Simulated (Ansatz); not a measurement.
# MnF2: the cost of one run

Computed with Ansatz 0.2.0 (DFT PBE, scalar-relativistic, plane waves, PAW, unless a step's input says otherwise).

**1. The starting structure**

Symmetry: P4_2/mnm, No. 136, tetragonal system. The conventional cell has a = 4.950 Å, b = 4.950 Å, c = 3.339 Å, α = 90.00°, β = 90.00°, γ = 90.00°. Mn (site symmetry mmm) is surrounded by 6 F at 2.14 to 2.16 Å. Around F (site symmetry m2m) lie 3 Mn at 2.14 to 2.16 Å.

As a file:

```cif
data_structure
_symmetry_space_group_name_H-M 'P 1'
_symmetry_Int_Tables_number 1
_cell_length_a 4.9499
_cell_length_b 4.9499
_cell_length_c 3.3391
_cell_angle_alpha 90.000
_cell_angle_beta 90.000
_cell_angle_gamma 90.000
_cell_volume 81.81
loop_
_atom_site_label
_atom_site_type_symbol
_atom_site_fract_x
_atom_site_fract_y
_atom_site_fract_z
_atom_site_occupancy
Mn1 Mn 0.00000 0.00000 0.00000 1
Mn2 Mn 0.50000 0.50000 0.50000 1
F1 F 0.30524 0.30524 0.00000 1
F2 F 0.19476 0.80524 0.50000 1
F3 F 0.69476 0.69476 0.00000 1
F4 F 0.80524 0.19476 0.50000 1
```

An earlier run at PBE left this cell at 13.635 Å³/atom and 0.01 GPa (6×6×8 mesh).

**2. Antiferromagnetic, in the cell as typed**

input.yaml reads:

```yaml
crystal:
  lattice:
    - [4.9498647754, 0.0, 0.0]
    - [0.0, 4.9498647754, 0.0]
    - [0.0, 0.0, 3.3391011305]
  atoms:
    - { symbol: Mn, position: [0.0, 0.0, 0.0], spin: 5.0 }
    - { symbol: Mn, position: [0.5, 0.5, 0.5], spin: -5.0 }
    - { symbol: F, position: [0.3052358366, 0.3052358366, 0.0] }
    - { symbol: F, position: [0.1947641634, 0.8052358366, 0.5] }
    - { symbol: F, position: [0.6947641634, 0.6947641634, 0.0] }
    - { symbol: F, position: [0.8052358366, 0.1947641634, 0.5] }
basis:
  ecutwfc: 420
  ecutrho_ratio: 4
kpoints:
  mp_grid: { grid: [6, 6, 8] }
hamiltonian:
  xc: pbe
scf:
  occupations: { method: gaussian, width: 0.05 }
  lower_state_search: "off"
output:
  forces: true
  stress: true
  eigenvalues: true
  populations: true
magnetization:
  spin_polarized: true
```

The run is started by

```console
$ ansatz run input.yaml --threads 2 --pin off --max-ram 5120MiB --backend cpu --events-out ev --progress --plain --runs-dir out
```

Q: Estimate wall time and peak memory on 2 threads of Intel Xeon at 2.50GHz (Skylake/Cascade Lake), shared host.

About 44 s, with a peak of 0.6 GiB.
